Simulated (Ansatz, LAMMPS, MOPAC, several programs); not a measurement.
Energy against volume for a 2-atom cell of CdTe started from a crystallographic database, at fixed shape and fractional coordinates, computed by several methods (PBE and r2SCAN, where shown, with plane waves in Ansatz); the cell shown is that of r2SCAN. Space group F-43m (No. 216), cubic; conventional cell a = 6.560 Å, 35.28 Å³ an atom. Around Cd lie 4 Te at 2.84 Å; around Te lie 4 Cd at 2.84 Å. No spin polarisation and no zero-point or thermal motion. Energies count from each curve's lowest point; fits are third-order Birch-Murnaghan.

```cif
data_structure
_symmetry_space_group_name_H-M 'P 1'
_symmetry_Int_Tables_number 1
_cell_length_a 4.6385
_cell_length_b 4.6385
_cell_length_c 4.6385
_cell_angle_alpha 60.000
_cell_angle_beta 60.000
_cell_angle_gamma 60.000
_cell_volume 70.57
loop_
_atom_site_label
_atom_site_type_symbol
_atom_site_fract_x
_atom_site_fract_y
_atom_site_fract_z
_atom_site_occupancy
Cd1 Cd 0.00000 0.00000 0.00000 1
Te1 Te 0.25000 0.25000 0.25000 1
```

PM7 (MOPAC), on the shape of the cell shown, as a cluster of 64 atoms at the zone centre:

| V (Å³/atom) | E (meV/atom) |
| --- | --- |
| 31.050 | 3.02 |
| 33.167 | 0.00 |
| 35.284 | 102.52 |
| 37.401 | 272.15 |
| 39.518 | 483.46 |

V₀ = 32.12 Å³ an atom and B₀ = 148 GPa.

Question: CdTeZnSeHgS0.sw (LAMMPS), on the shape of its own relaxed cell, gives
```csv
V (Å³/atom),E (meV/atom)
31.942,17.68
32.961,4.24
33.981,0.00
35.000,3.91
36.020,15.03
```
What equilibrium volume and bulk modulus follow?

Answer: V₀ = 33.98 Å³ an atom and B₀ = 43 GPa.

Question: PBE, on the shape of its own relaxed cell, gives
```tsv
V (Å³/atom)	E (meV/atom)
34.060	16.35
35.147	3.89
36.234	0.00
37.321	3.28
38.408	12.60
```
What equilibrium volume and bulk modulus follow?

Answer: V₀ = 36.25 Å³ an atom and B₀ = 35 GPa.

Question: r2SCAN, on the shape of its own relaxed cell, gives

| V (Å³/atom) | E (meV/atom) |
| --- | --- |
| 33.167 | 17.55 |
| 34.226 | 4.06 |
| 35.284 | 0.00 |
| 36.343 | 3.94 |
| 37.401 | 14.63 |

What equilibrium volume and bulk modulus follow?

Answer: V₀ = 35.26 Å³ an atom and B₀ = 40 GPa.

light PBE (260 eV and a coarse mesh), on the shape of the cell shown:

| V (Å³/atom) | E (meV/atom) |
| --- | --- |
| 32.462 | 73.99 |
| 33.873 | 61.17 |
| 35.284 | 0.00 |
| 36.696 | 6.35 |
| 38.107 | 25.91 |
| 39.518 | 37.14 |

The points scatter about the fit by more than 0.3 meV an atom, since at so low a cutoff the number of plane waves jumps with the volume, so no fit is quoted.
